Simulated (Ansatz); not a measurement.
**CH4AlBFN: one species, many methods**

An exercise on one series of results from a longer session: the logs are not shown, and one member is left open.

The runs use Ansatz 0.2.0, Gaussian basis; functionals in def2-TZVPP, the program's frozen cores in correlated methods.

The runs, in order: LDA (SPW92), PBE-D4, revPBE-D4, BLYP-D4, r2SCAN-D4, B97M-V, PBE0-D4, B3LYP-D4, r2SCANh-D4, r2SCAN0-D4, HSE06-D4, BHLYP-D4, CAM-B3LYP-D4, LC-ωPBE, ωB97X-V, ωB97M-V, B2PLYP, PBE-QIDH; CCSD(T)/def2-SVP; CCSD(T)/def2-TZVPP; MP2/def2-QZVPP; extrapolation to the limit; RPA on PBE.

## The geometry

The geometry comes from an earlier relaxation with PBE0-D4 in a triple-zeta def2 set; it is a stationary point, not always the lowest conformer.

9 atoms, charge 0, spin multiplicity 1.

Atoms are counted from 1 here; the program's logs count them from 0.

Bond lengths: B1–C2 1.562 Å, B1–N4 1.562 Å, B1–Al5 2.224 Å, B1–H6 1.294 Å, B1–H7 1.189 Å, C2–F3 1.338 Å, C2–N4 1.591 Å, C2–Al5 1.872 Å, N4–Al5 1.844 Å, N4–H8 1.006 Å, Al5–H6 1.949 Å, Al5–H9 1.563 Å. Angles: C2–B1–N4 61.3°, C2–B1–Al5 56.0°, C2–B1–H6 108.0°, C2–B1–H7 132.5°, N4–B1–Al5 55.0°, N4–B1–H6 105.4°, N4–B1–H7 124.3°, Al5–B1–H6 60.7°, Al5–B1–H7 171.1°, H6–B1–H7 113.6°, B1–C2–F3 128.1°, B1–C2–N4 59.4°, B1–C2–Al5 80.2°, F3–C2–N4 117.1°, F3–C2–Al5 149.5°, N4–C2–Al5 63.7°, B1–N4–C2 59.4°, B1–N4–Al5 81.1° and more.

Set-up of the first run:

The input, in.yaml:

```yaml
crystal:
  periodic: [false, false, false]
  atoms:
    - {symbol: B, position_ang: [-0.075045, 0.473086, 0.863666]}
    - {symbol: C, position_ang: [0.775083, -0.658706, 0.204319]}
    - {symbol: F, position_ang: [1.156215, -1.823902, 0.739859]}
    - {symbol: N, position_ang: [-0.767865, -0.493787, -0.148762]}
    - {symbol: Al, position_ang: [0.376230, 0.365402, -1.311338]}
    - {symbol: H, position_ang: [0.136698, 1.566361, 0.205336]}
    - {symbol: H, position_ang: [-0.445602, 0.652647, 1.979406]}
    - {symbol: H, position_ang: [-1.400247, -1.218296, 0.146082]}
    - {symbol: H, position_ang: [0.333030, 1.090996, -2.695568]}
basis:
  gaussian: {orbitals: def2-TZVPP}
hamiltonian: {xc: lda}
output: {orbitals: {seedname: orbitals}}
```

Command:

```sh
$ ansatz run in.yaml --threads 2 --pin off --events-out ev --progress --plain --max-ram 4352MiB
```

Steps of the session up to this table: LDA; PBE-D4 (GGA); revPBE-D4 (GGA); BLYP-D4 (GGA); r2SCAN-D4 (meta-GGA); B97M-V (meta-GGA); B3LYP-D4 (hybrid); r2SCANh-D4 (hybrid); r2SCAN0-D4 (hybrid); HSE06-D4 (hybrid); BHLYP-D4 (hybrid); CAM-B3LYP-D4 (range-separated); LC-ωPBE (range-separated); ωB97X-V (range-separated); ωB97M-V (range-separated); B2PLYP (double hybrid); PBE-QIDH (double hybrid).

One table of the session follows, with a row left open; its other results are not shown here.

It belongs to the step «Frontier levels by functional». 

| functional | HOMO (eV) | gap (eV) |
| --- | --- | --- |
| LDA (SPW92) | -5.29 | 3.64 |
| PBE-D4 | -5.11 | 3.68 |
| revPBE-D4 | -5.04 | 3.70 |
| BLYP-D4 | -5.00 | 3.66 |
| r2SCAN-D4 | -5.28 | 4.18 |
| B97M-V | -5.36 | 4.09 |
| PBE0-D4 | -6.32 | 5.65 |
| B3LYP-D4 | ? | ? |
| r2SCANh-D4 | -5.74 | 4.91 |
| r2SCAN0-D4 | -6.44 | 6.00 |
| HSE06-D4 | -5.92 | 4.89 |
| BHLYP-D4 | -7.48 | 7.53 |
| CAM-B3LYP-D4 | -7.70 | 7.92 |
| LC-ωPBE | -9.02 | 10.31 |
| ωB97X-V | -8.65 | 9.83 |
| ωB97M-V | -8.56 | 9.38 |

Q: Estimate the row for B3LYP-D4 from the others.

Worked estimate for «HOMO (eV)». Against the share of exact exchange, BLYP-D4 (0, -5.00), BHLYP-D4 (0.5, -7.48) give a slope of -4.96 per unit share; at 0.2 the line stands at -5.99.

**Answer.** HOMO (eV): -6.13; gap (eV): 5.24. In «HOMO (eV)» the line misses by +0.14.
